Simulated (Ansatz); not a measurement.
# CH9BGeSi: up Jacob's ladder to CCSD(T)

One table from this session's results is given with a row withheld; the runs are named, their logs left out.

The runs use Ansatz 0.2.0, Gaussian basis; functionals in def2-TZVPP, the program's frozen cores in correlated methods.

Plan: PBE-D4, r2SCAN-D4, PBE0-D4, B3LYP-D4, ωB97X-V, ωB97M-V, B2PLYP; CCSD(T)/def2-TZVPP; MP2/def2-QZVPP; extrapolation to the limit.

### The geometry

The geometry comes from an earlier relaxation with PBE0-D4 in a triple-zeta def2 set; it is a stationary point, not always the lowest conformer.

SMILES `[BH2][GeH2][CH2][SiH3]`, 13 atoms, charge 0, spin multiplicity 1.

Atoms are counted from 1 here; the program's logs count them from 0.

Bond lengths: B1–Ge2 2.058 Å, B1–H5 1.195 Å, B1–H6 1.195 Å, Ge2–C3 1.968 Å, Ge2–H7 1.543 Å, Ge2–H8 1.549 Å, C3–Si4 1.866 Å, C3–H9 1.094 Å, C3–H10 1.093 Å, Si4–H11 1.488 Å, Si4–H12 1.489 Å, Si4–H13 1.491 Å. Angles: Ge2–B1–H5 120.9°, Ge2–B1–H6 121.0°, H5–B1–H6 118.1°, B1–Ge2–C3 112.9°, B1–Ge2–H7 112.4°, B1–Ge2–H8 107.1°, C3–Ge2–H7 108.7°, C3–Ge2–H8 108.9°, H7–Ge2–H8 106.5°, Ge2–C3–Si4 112.2°, Ge2–C3–H9 107.8°, Ge2–C3–H10 109.3°, Si4–C3–H9 109.7°, Si4–C3–H10 110.1°, H9–C3–H10 107.6°, C3–Si4–H11 110.3°, C3–Si4–H12 112.4°, C3–Si4–H13 109.7° and more.

Set-up of the first run:

Input file in.yaml:

```yaml
crystal:
  periodic: [false, false, false]
  atoms:
    - {symbol: B, position_ang: [-1.828284, 1.242719, -0.658511]}
    - {symbol: Ge, position_ang: [-1.120665, -0.663082, -0.339364]}
    - {symbol: C, position_ang: [0.842938, -0.770138, -0.403206]}
    - {symbol: Si, position_ang: [1.645823, 0.178016, 0.988394]}
    - {symbol: H, position_ang: [-1.163170, 2.057300, -1.227042]}
    - {symbol: H, position_ang: [-2.930249, 1.554106, -0.318370]}
    - {symbol: H, position_ang: [-1.605956, -1.254476, 1.000792]}
    - {symbol: H, position_ang: [-1.709430, -1.560067, -1.455982]}
    - {symbol: H, position_ang: [1.169609, -0.362207, -1.364076]}
    - {symbol: H, position_ang: [1.148291, -1.819135, -0.368228]}
    - {symbol: H, position_ang: [1.303019, -0.439867, 2.298020]}
    - {symbol: H, position_ang: [3.128475, 0.221429, 0.862499]}
    - {symbol: H, position_ang: [1.140000, 1.580703, 0.999776]}
basis:
  gaussian: {orbitals: def2-TZVPP}
hamiltonian: {xc: pbe, dispersion: d4}
output: {forces: true, orbitals: {seedname: orbitals}}
```

Run with:

```console
$ ansatz run in.yaml --threads 4 --pin off --events-out ev --progress --plain --max-ram 10444MiB
```

Steps of the session up to this table: PBE-D4 (GGA); r2SCAN-D4 (meta-GGA); PBE0-D4 (hybrid); B3LYP-D4 (hybrid); ωB97X-V (range-separated); ωB97M-V (range-separated); B2PLYP (double hybrid); CCSD(T) in def2-TZVPP; MP2 in def2-QZVPP.

One of the session's tables, all rows but one given; the rest of the session is left out.

```
            method  atomisation energy (kcal/mol)
            PBE-D4                          971.2
         r2SCAN-D4                          977.8
           PBE0-D4                          969.8
          B3LYP-D4                          975.2
           ωB97X-V                          981.9
           ωB97M-V                          975.2
            B2PLYP                          963.8
     HF/def2-TZVPP                          750.9
    MP2/def2-TZVPP                          954.2
   CCSD/def2-TZVPP                          949.7
CCSD(T)/def2-TZVPP                          958.3
           MP2/CBS                              ?
       CCSD(T)/CBS                          976.9
```

Estimate the missing values for MP2/CBS.

The run gave: atomisation energy (kcal/mol): 972.8. In the column «atomisation energy (kcal/mol)» it lies between PBE-D4 (971.2) and B3LYP-D4 (975.2).

Caveats from the session: Free atoms (1 B, 1 Ge, 1 C, 1 Si, 9 H) were run apart at each level; the atomisation energy is their sum less the molecule, without zero-point or spin-orbit terms.
